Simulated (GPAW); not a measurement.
# NaFeO3 (Pm-3m) in GPAW: further runs

The runs below take NaFeO3 through band structure, equation of state, with r2SCAN.

Everything below comes from runs of GPAW 26.7.0. Logs are shortened: lines on timing, memory, paths and dates and some standing lists are left out, and cuts for length are marked. The log counts tension as positive stress, the text compression.

### 1 The crystal as given

It takes space group Pm-3m (No. 221, cubic). The conventional cell has a = 3.830 Å, b = 3.830 Å, c = 3.830 Å, α = 90.00°, β = 90.00°, γ = 90.00°. Fe (site symmetry m-3m) has 6 O at 1.92 Å as nearest neighbours. Na (site symmetry m-3m) has 12 O at 2.71 Å as nearest neighbours. O (site symmetry 4/mmm) is surrounded by 2 Fe at 1.92 Å.

The cell comes from a database or a generator and needn't be the stable form of this composition.

### 2 Band structure, r2SCAN, collinear spin, ferromagnetic start

Contents of run.py:

```python
from ase import Atoms
from ase.dft.bandgap import bandgap
from ase.io import write
from ase.units import GPa
from gpaw import GPAW, PW

atoms = Atoms(['Fe', 'Na', 'O', 'O', 'O'],
              cell=[[3.830481, 0.0, 0.0],
                    [0.0, 3.830481, 0.0],
                    [0.0, 0.0, 3.830481]],
              scaled_positions=[[0.5, 0.5, 0.5],
                                [0.0, 0.0, 0.0],
                                [0.0, 0.5, 0.5],
                                [0.5, 0.0, 0.5],
                                [0.5, 0.5, 0.0]],
              pbc=True)
atoms.set_initial_magnetic_moments([3.0, 0.0, 0.0, 0.0, 0.0])

calc = GPAW(mode=PW(800),
            xc='MGGA_X_R2SCAN+MGGA_C_R2SCAN',
            kpts={'size': (6, 6, 6), 'gamma': True},
            occupations={'name': 'fermi-dirac', 'width': 0.05},
            nbands=32,
            convergence={'density': 1e-05, 'energy': 1e-05},
            maxiter=150,
            txt='gpaw.txt')
atoms.calc = calc
energy = atoms.get_potential_energy()
forces = atoms.get_forces()
stress = atoms.get_stress()
calc.write('gs.gpw')
write('result.traj', atoms)
print(f'Energy: {energy:.6f} eV')
print('Forces (eV/A):')
print(forces.round(4))
print('Stress (GPa):', (stress / GPa).round(3))
print('Moments:', calc.get_magnetic_moments().round(3))
print('Fermi level:', round(calc.get_fermi_level(), 4), 'eV')
print(f'Gap: {bandgap(calc)[0]:.4f} eV, direct: {bandgap(calc, direct=True)[0]:.4f} eV')

path = atoms.cell.bandpath('GXMGRX,MR', npoints=60, eps=1e-4)
bs_calc = calc.fixed_density(kpts=path, symmetry='off', nbands=47,
                             convergence={'bands': 'CBM+6.0', 'eigenstates': 1e-6}, txt='bands.txt')
bs = bs_calc.band_structure()
bs.write('bs.json')
print(f'Gap on the path: {bandgap(bs_calc)[0]:.4f} eV')
```

Potentials or basis: GPAW PAW data sets (gpaw-data 1.2.1), pw.

The run is started by

```console
$ OMP_NUM_THREADS=1 python run.py
```

gpaw.txt:

```text
__  _  _
 | _ |_)|_||  |
 |__||  | ||/\| - 26.7.0

Input parameters:
  mode=PW(ecut=800.0),
  convergence={'density': 1e-05, 'energy': 1e-05},
  kpts=MonkhorstPack(size=(6, 6, 6), gamma=True),
  maxiter=150,
  nbands=32,
  occupations=Occupations(name='fermi-dirac', width=0.05),
  xc=XC(name='MGGA_X_R2SCAN+MGGA_C_R2SCAN')

Diagonalizing LCAO Hamiltonian
Converting LCAO to pw mode
   .--------.
  /|        |
 * |        |
 |O|   Fe   |
 | |  O     |
 | .--------.
 |/    O   /
 Na-------*

Atoms  # Å, Bohr magnetons
|   | symbol |        x |        y |        z |    initial magnetic moments |
|---|--------|----------|----------|----------|-----------------------------|
| 0 |     Fe | 1.915240 | 1.915240 | 1.915240 | ( 0.0000,  0.0000,  3.0000) |
| 1 |     Na | 0.000000 | 0.000000 | 0.000000 | ( 0.0000,  0.0000,  0.0000) |
| 2 |      O | 0.000000 | 1.915240 | 1.915240 | ( 0.0000,  0.0000,  0.0000) |
| 3 |      O | 1.915240 | 0.000000 | 1.915240 | ( 0.0000,  0.0000,  0.0000) |
| 4 |      O | 1.915240 | 1.915240 | 0.000000 | ( 0.0000,  0.0000,  0.0000) |

Unit cell  # Å
| periodic |        x |        y |        z |  lengths |    angles |
|----------|----------|----------|----------|----------|-----------|
|      yes | 3.830481 | 0.000000 | 0.000000 | 3.830481 | 90.000000 |
|      yes | 0.000000 | 3.830481 | 0.000000 | 3.830481 | 90.000000 |
|      yes | 0.000000 | 0.000000 | 3.830481 | 3.830481 | 90.000000 |

Number of symmetries: 48
Symmetry operations  # r_c * U_cc + t_c -> r_c
|    | kind |            matrix            |
|----|------|------------------------------|
|  0 |  E   |  1, 0, 0,  0, 1, 0,  0, 0, 1 |
|  1 |  σ   |  1, 0, 0,  0, 1, 0,  0, 0,-1 |
|  2 |  σ   |  1, 0, 0,  0, 0, 1,  0, 1, 0 |
|  3 |  C4  |  1, 0, 0,  0, 0, 1,  0,-1, 0 |
|  4 |  C4  |  1, 0, 0,  0, 0,-1,  0, 1, 0 |
|  5 |  σ   |  1, 0, 0,  0, 0,-1,  0,-1, 0 |
|  6 |  σ   |  1, 0, 0,  0,-1, 0,  0, 0, 1 |
|  7 |  C2  |  1, 0, 0,  0,-1, 0,  0, 0,-1 |
|  8 |  σ   |  0, 1, 0,  1, 0, 0,  0, 0, 1 |
|  9 |  C2  |  0, 1, 0,  1, 0, 0,  0, 0,-1 |
| 10 |  C3  |  0, 1, 0,  0, 0, 1,  1, 0, 0 |
| 11 |  S6  |  0, 1, 0,  0, 0, 1, -1, 0, 0 |
| 12 |  S6  |  0, 1, 0,  0, 0,-1,  1, 0, 0 |
| 13 |  C3  |  0, 1, 0,  0, 0,-1, -1, 0, 0 |
| 14 |  C4  |  0, 1, 0, -1, 0, 0,  0, 0, 1 |
| 15 |  S4  |  0, 1, 0, -1, 0, 0,  0, 0,-1 |
| 16 |  C3  |  0, 0, 1,  1, 0, 0,  0, 1, 0 |
| 17 |  S6  |  0, 0, 1,  1, 0, 0,  0,-1, 0 |
| 18 |  σ   |  0, 0, 1,  0, 1, 0,  1, 0, 0 |
| 19 |  C4  |  0, 0, 1,  0, 1, 0, -1, 0, 0 |
| 20 |  C2  |  0, 0, 1,  0,-1, 0,  1, 0, 0 |
| 21 |  S4  |  0, 0, 1,  0,-1, 0, -1, 0, 0 |
| 22 |  S6  |  0, 0, 1, -1, 0, 0,  0, 1, 0 |
| 23 |  C3  |  0, 0, 1, -1, 0, 0,  0,-1, 0 |
| 24 |  S6  |  0, 0,-1,  1, 0, 0,  0, 1, 0 |
| 25 |  C3  |  0, 0,-1,  1, 0, 0,  0,-1, 0 |
| 26 |  C4  |  0, 0,-1,  0, 1, 0,  1, 0, 0 |
| 27 |  σ   |  0, 0,-1,  0, 1, 0, -1, 0, 0 |
| 28 |  S4  |  0, 0,-1,  0,-1, 0,  1, 0, 0 |
| 29 |  C2  |  0, 0,-1,  0,-1, 0, -1, 0, 0 |
| 30 |  C3  |  0, 0,-1, -1, 0, 0,  0, 1, 0 |
| 31 |  S6  |  0, 0,-1, -1, 0, 0,  0,-1, 0 |
| 32 |  C4  |  0,-1, 0,  1, 0, 0,  0, 0, 1 |
| 33 |  S4  |  0,-1, 0,  1, 0, 0,  0, 0,-1 |
| 34 |  S6  |  0,-1, 0,  0, 0, 1,  1, 0, 0 |
| 35 |  C3  |  0,-1, 0,  0, 0, 1, -1, 0, 0 |
| 36 |  C3  |  0,-1, 0,  0, 0,-1,  1, 0, 0 |
| 37 |  S6  |  0,-1, 0,  0, 0,-1, -1, 0, 0 |
| 38 |  σ   |  0,-1, 0, -1, 0, 0,  0, 0, 1 |
| 39 |  C2  |  0,-1, 0, -1, 0, 0,  0, 0,-1 |
| 40 |  σ   | -1, 0, 0,  0, 1, 0,  0, 0, 1 |
| 41 |  C2  | -1, 0, 0,  0, 1, 0,  0, 0,-1 |
| 42 |  C2  | -1, 0, 0,  0, 0, 1,  0, 1, 0 |
| 43 |  S4  | -1, 0, 0,  0, 0, 1,  0,-1, 0 |
| 44 |  S4  | -1, 0, 0,  0, 0,-1,  0, 1, 0 |
| 45 |  C2  | -1, 0, 0,  0, 0,-1,  0,-1, 0 |
| 46 |  C2  | -1, 0, 0,  0,-1, 0,  0, 0, 1 |
| 47 |  i   | -1, 0, 0,  0,-1, 0,  0, 0,-1 |

BZ-sampling:
  Number of BZ points: 216
  Number of IBZ points: 20

  Monkhorst-Pack size: [6, 6, 6]
  Monkhorst-Pack shift: [0.08333333333333333, 0.08333333333333333, 0.08333333333333333]

K-points  # in reciprocal-cell coordinates
|     |                                coordinates |     weight |
|-----|--------------------------------------------|------------|
|   0 | (  0.00000000,   0.00000000,   0.00000000) | 0.00462963 |
|   1 | (  0.16666667,   0.00000000,   0.00000000) | 0.02777778 |
|   2 | (  0.16666667,   0.16666667,   0.00000000) | 0.05555556 |
|   3 | (  0.16666667,   0.16666667,   0.16666667) | 0.03703704 |
|   4 | (  0.33333333,   0.00000000,   0.00000000) | 0.02777778 |
|   5 | (  0.33333333,   0.16666667,   0.00000000) | 0.11111111 |
|   6 | (  0.33333333,   0.16666667,   0.16666667) | 0.11111111 |
|   7 | (  0.33333333,   0.33333333,   0.00000000) | 0.05555556 |
|   8 | (  0.33333333,   0.33333333,   0.16666667) | 0.11111111 |
|   9 | (  0.33333333,   0.33333333,   0.33333333) | 0.03703704 |
| ... |                                            |            |
|  19 | (  0.50000000,   0.50000000,   0.50000000) | 0.00462963 |

Plane wave coefficients: 2945
Cutoff: 800.0 eV

Spin-components: 2 (collinear spins)
Bands:           32
Projectors:      26
Spin-degeneracy: 1
Datatype:        complex128

Parallelization:
  kpt:    1
  domain: 1
  band:   1

Density:
  Valence electrons: 33.0
  Components: 2
  Grid points: [25 25 25]
  Charge: 0.0  # |e|

Potential:
  Grid points: [25 25 25]

species:
  Fe:
    name:    Iron
    Z:       26.0
    valence: 8
    core:    18
    charge:  0.0  # [|e|]
    compensation charges:
      type: gauss
      rc: 0.33  # [Å]
      lmax: 2
    cutoffs:
      filter: 2.06  # [Å]
      core: 2.67  # [Å]
    projectors
    | kind |    occ | energy [eV] | rcut [Å] |
    |------|--------|-------------|----------|
    |   4s |  2.000 |      -5.291 |    1.164 |
    |   4p |  0.000 |      -1.326 |    1.058 |
    |   3d |  6.000 |      -7.505 |    1.058 |
    |    s |        |      21.920 |    1.164 |
    |    p |        |      25.885 |    1.058 |
    |    d |        |      19.706 |    1.058 |

    Using partial waves for Fe as LCAO basis

  Na:
    name:    Sodium
    Z:       11.0
    valence: 7
    core:    4
    charge:  0.0  # [|e|]
    compensation charges:
      type: gauss
      rc: 0.37  # [Å]
      lmax: 2
    cutoffs:
      filter: 2.17  # [Å]
      core: 2.59  # [Å]
    projectors
    | kind |    occ | energy [eV] | rcut [Å] |
    |------|--------|-------------|----------|
    |   3s |  1.000 |      -2.744 |    1.201 |
    |   2p |  6.000 |     -28.672 |    1.217 |
    |   3p |  0.000 |      -0.743 |    1.217 |
    |    s |        |      24.468 |    1.201 |
    |    d |        |       0.000 |    1.238 |

    Using partial waves for Na as LCAO basis

  O:
    name:    Oxygen
    Z:       8.0
    valence: 6
    core:    2
    charge:  0.0  # [|e|]
    compensation charges:
      type: gauss
      rc: 0.21  # [Å]
      lmax: 2
    cutoffs:
      filter: 1.17  # [Å]
      core: 0.83  # [Å]
    projectors
    | kind |    occ | energy [eV] | rcut [Å] |
    |------|--------|-------------|----------|
    |   2s |  2.000 |     -23.961 |    0.688 |
    |   2p |  4.000 |      -9.029 |    0.598 |
    |    s |        |       3.251 |    0.688 |
    |    p |        |      18.182 |    0.598 |
    |    d |        |       0.000 |    0.619 |

    Using partial waves for O as LCAO basis

Reference energy: -45160.622001  # eV

eigensolver:
  PPCG
  Converge bands: occupied
  niter=2

density mixing:
  MSR1-Mixer
  Pratt-step length: 0.05
  Maximum mixing coefficient: 0.75
  Old densities: 10
  SVD Regularization: 0.005
  Good broyden scale: 1.0
  Trust region scale: 1.0
  Backstep threshold: 4.0
  History deletion threshold: 6.0
  Fourier metric: weight=20.0, sigma=0.015

occupation numbers:
  Fermi-Dirac:
    width: 0.0500  # eV

poisson solver:
  ecut: 6400.0  # eV

xc functional:
  name: MGGA_X_R2SCAN+MGGA_C_R2SCAN with 2 nearest neighbor stencil

convergence criteria:
- Maximum integral of absolute [dens]ity change: 1e-05 electrons / valence electron
- Maximum [total energy] change in last 3 cyles: 1e-05 eV / valence electron
- Maximum integral of absolute [eigenst]ate change: 4e-08 eV^2 / valence electron
maximum number of iterations: 150

SCF iterations
|iter     | |      energy | eigst |  dens |  magmom |
|---------|-|-------------|-------|-------|---------|
|iter:   1| |  -56.900125 | -0.13 |       |  +3.0051|
|iter:   2| |  -44.250086 | -1.26 | -0.72 |  +3.0049|
|iter:   3| |  -43.518090 | -1.09 | -0.80 |  +3.0035|
|iter:   4| |  -42.597850 | -1.77 | -0.86 |  +3.0116|
|iter:   5| |  -42.612977 | -2.15 | -1.09 |  +3.2257|
|iter:   6| |  -42.823442 | -2.31 | -1.31 |  +3.6127|
|iter:   7| |  -42.879547 | -2.83 | -1.64 |  +3.8720|
|iter:   8| |  -42.907140 | -3.12 | -1.92 |  +4.1351|
|iter:   9| |  -42.922745 | -3.13 | -1.99 |  +4.4978|
|iter:  10| |  -42.924033 | -4.02 | -2.34 |  +4.4074|
|iter:  11| |  -42.924793 | -4.39 | -2.83 |  +4.5034|
|iter:  12| |  -42.924829 | -4.72 | -2.72 |  +4.4408|
|iter:  13| |  -42.924728c| -5.82 | -3.26 |  +4.4311|
|iter:  14| |  -42.924782c| -6.34 | -3.22 |  +4.4387|
|iter:  15| |  -42.924805c| -6.92 | -3.71 |  +4.4419|
|iter:  16| |  -42.924805c| -8.17c| -4.58 |  +4.4418|
|iter:  17| |  -42.924806c| -8.27c| -5.11c|  +4.4418|

Converged in 17 steps
Energy contributions relative to reference atoms: (reference = -45160.622001)

Energy contributions:
  Kinetic:          14.078067
  Coulomb:         -16.135890
  Zero:              0.646854
  External:          0.000000
  Xc:              -41.509027
  Entropy:          -0.009619
  Spinorbit:         0.000000
  ----------------------------
  Free energy:     -42.929615
  Extrapolated:    -42.924806

dipole moment: (-14.322016, -14.322016, -14.322016)  # |e|*Ang

Total magnetic moment: (0.000000, 0.000000, 4.441826)

Local magnetic moments
|        x |        y |         z |
|----------|----------|-----------|
| 0.000000 | 0.000000 |  3.098594 |  # Fe   0
| 0.000000 | 0.000000 | -0.002813 |  # Na   1
| 0.000000 | 0.000000 |  0.287041 |  # O    2
| 0.000000 | 0.000000 |  0.287041 |  # O    3
| 0.000000 | 0.000000 |  0.287041 |  # O    4

Fermi level: 2.631
Eigenvalues  # (at kpt = [0.000, 0.000, 0.000])
| band index |      eig [eV] | occ [0-1] |      eig [eV] | occ [0-1] |
|------------|---------------|-----------|---------------|-----------|
|          0 |       -19.683 |     1.000 |       -19.685 |     1.000 |
|        ... |               |           |               |           |
|         10 |        -1.739 |     1.000 |         2.070 |     1.000 |
|         11 |        -1.739 |     1.000 |         2.070 |     1.000 |
|         12 |        -0.010 |     1.000 |         2.176 |     1.000 |
|         13 |        -0.010 |     1.000 |         2.176 |     1.000 |
|         14 |         0.747 |     1.000 |         2.176 |     1.000 |
|         15 |         0.747 |     1.000 |         2.962 |     0.001 |
|         16 |         0.747 |     1.000 |         2.962 |     0.001 |
|         17 |         1.326 |     1.000 |         2.962 |     0.001 |
|         18 |         1.326 |     1.000 |         3.816 |     0.000 |
|         19 |         1.326 |     1.000 |         3.816 |     0.000 |
|         20 |         8.940 |     0.000 |         9.197 |     0.000 |
|         21 |        14.283 |     0.000 |        15.381 |     0.000 |
|         22 |        15.239 |     0.000 |        15.381 |     0.000 |
|         23 |        15.239 |     0.000 |        15.657 |     0.000 |
|         24 |        18.854 |     0.000 |        19.372 |     0.000 |
|        ... |               |           |               |           |
|         31 |        24.971 |     0.000 |        26.356 |     0.000 |

No gap
No difference between direct/indirect transitions

Forces  # eV/Ang
|        x |        y |        z |
|----------|----------|----------|
| -0.00000 | -0.00000 | -0.00000 |  # Fe   0
|  0.00000 |  0.00000 |  0.00000 |  # Na   1
| -0.00000 | -0.00000 | -0.00000 |  # O    2
| -0.00000 |  0.00000 | -0.00000 |  # O    3
| -0.00000 | -0.00000 |  0.00000 |  # O    4

Stress tensor  # eV/Ang^3
|         x |         y |        z |
|-----------|-----------|----------|
|  0.068726 | -0.000000 | 0.000000 |
| -0.000000 |  0.068726 | 0.000000 |
|  0.000000 |  0.000000 | 0.068726 |

# Writing to gs.gpw (mode='')
```

Run time: 8.1 min. Hardware: 1 thread of Intel Xeon at 2.70GHz, shared host; peak memory 0.72 GiB.

Results:

```
Free energy             : -42.9296 eV
Pressure                : -11.0 GPa
Band gap along the path : none (metal or under the smearing width)
Net moment              : 4.44 μB per cell
Site moments            : Fe +3.10; Na -0.00; O +0.29 μB
```

Levels at the corners of the path, in eV from the Fermi level:
Spin up:
| point | band 16 | band 17 | band 18 | band 19 | band 20 |
| --- | --- | --- | --- | --- | --- |
| Γ | -1.88 | -1.88 | -1.30 | -1.30 | -1.30 |
| X | -1.50 | -1.50 | -1.31 | -1.31 | 0.49 |
| M | -1.30 | -1.30 | -1.18 | -0.87 | 2.76 |
| Γ | -1.88 | -1.88 | -1.30 | -1.30 | -1.30 |
| R | -0.85 | -0.85 | -0.85 | 2.76 | 2.76 |
| X | -1.50 | -1.50 | -1.31 | -1.31 | 0.49 |
| M | -1.30 | -1.30 | -1.18 | -0.87 | 2.76 |
| R | -0.85 | -0.85 | -0.85 | 2.76 | 2.76 |
Spin down:
```
point  band 10  band 11  band 12  band 13  band 14  band 15  band 16  band 17  band 18  band 19
    Γ    -0.56    -0.56    -0.56    -0.45    -0.45    -0.45     0.33     0.33     0.33     1.18
    X    -2.35    -2.35    -2.23    -0.97    -0.49    -0.49     0.35     1.19     2.03     2.03
    M    -3.21    -2.33    -2.33    -1.50    -1.50     0.59     2.03     2.03     2.10     2.17
    Γ    -0.56    -0.56    -0.56    -0.45    -0.45    -0.45     0.33     0.33     0.33     1.18
    R    -4.14    -4.14    -4.14     0.61     0.61     0.61     2.21     2.21     2.21     5.19
    X    -2.35    -2.35    -2.23    -0.97    -0.49    -0.49     0.35     1.19     2.03     2.03
    M    -3.21    -2.33    -2.33    -1.50    -1.50     0.59     2.03     2.03     2.10     2.17
    R    -4.14    -4.14    -4.14     0.61     0.61     0.61     2.21     2.21     2.21     5.19
```

Caveat: the PAW data sets were made with another functional, which shifts forces and pressure a little; a cell with one magnetic atom can't hold antiferromagnetic order, which such compounds often take; semilocal functionals often make such compounds metallic where correlation or magnetic order opens a gap, which also shifts bond lengths.

### 3 Equation of state, r2SCAN, collinear spin, ferromagnetic start

Contents of run.py:

```python
from ase import Atoms
from ase.eos import EquationOfState
from ase.io import Trajectory
from ase.units import GPa
from gpaw import GPAW, PW

atoms = Atoms(['Fe', 'Na', 'O', 'O', 'O'],
              cell=[[3.830481, 0.0, 0.0],
                    [0.0, 3.830481, 0.0],
                    [0.0, 0.0, 3.830481]],
              scaled_positions=[[0.5, 0.5, 0.5],
                                [0.0, 0.0, 0.0],
                                [0.0, 0.5, 0.5],
                                [0.5, 0.0, 0.5],
                                [0.5, 0.5, 0.0]],
              pbc=True)
atoms.set_initial_magnetic_moments([3.0, 0.0, 0.0, 0.0, 0.0])

traj = Trajectory('eos.traj', 'w')
volumes, energies = [], []
for x in [0.94, 0.96, 0.98, 1.0, 1.02, 1.04, 1.06]:
    a = atoms.copy()
    a.set_cell(atoms.cell * x**(1 / 3), scale_atoms=True)
    calc = GPAW(mode=PW(800),
                xc='MGGA_X_R2SCAN+MGGA_C_R2SCAN',
                kpts={'size': (6, 6, 6), 'gamma': True},
                occupations={'name': 'fermi-dirac', 'width': 0.05},
                nbands=32,
                convergence={'density': 1e-05, 'energy': 1e-05},
                maxiter=150,
                txt=f'eos-{x:.2f}.txt')
    a.calc = calc
    energies.append(a.get_potential_energy(force_consistent=True))
    volumes.append(a.get_volume())
    p = -a.get_stress()[:3].mean() / GPa
    calc.write(f'eos-{x:.2f}.gpw')
    traj.write(a)
    print(f'{x:.2f} {volumes[-1]:10.4f} A^3 {energies[-1]:14.6f} eV {p:9.3f} GPa', flush=True)

v0, e0, B = EquationOfState(volumes, energies, eos='birchmurnaghan').fit()
print(f'V0 = {v0:.4f} A^3, E0 = {e0:.6f} eV, B0 = {B / GPa:.2f} GPa')
```

Potentials or basis: GPAW PAW data sets (gpaw-data 1.2.1), pw.

The run is started by

```console
$ OMP_NUM_THREADS=1 python run.py
```

It took 32 min on 1 thread of Intel Xeon at 2.70GHz, shared host; peak memory 1.2 GiB.

It converged, with:

| Item | Value |
| --- | --- |
| Equilibrium volume | 10.14 Å³/atom (rough: see the caveat) |
| Bulk modulus | 109 GPa (rough) |

Energy against volume, from the lowest point:
```
volume (Å³/atom)  energy (meV/atom)
          10.566               0.00
          10.791               7.96
          11.016              18.52
          11.241              32.08
          11.465              48.50
          11.690              67.51
          11.915              88.64
```

Caveat: the fit is doubtful: noisy points or a state that changes with volume; the minimum lies outside the volumes run; the PAW data sets were made with another functional, which shifts forces and pressure a little.
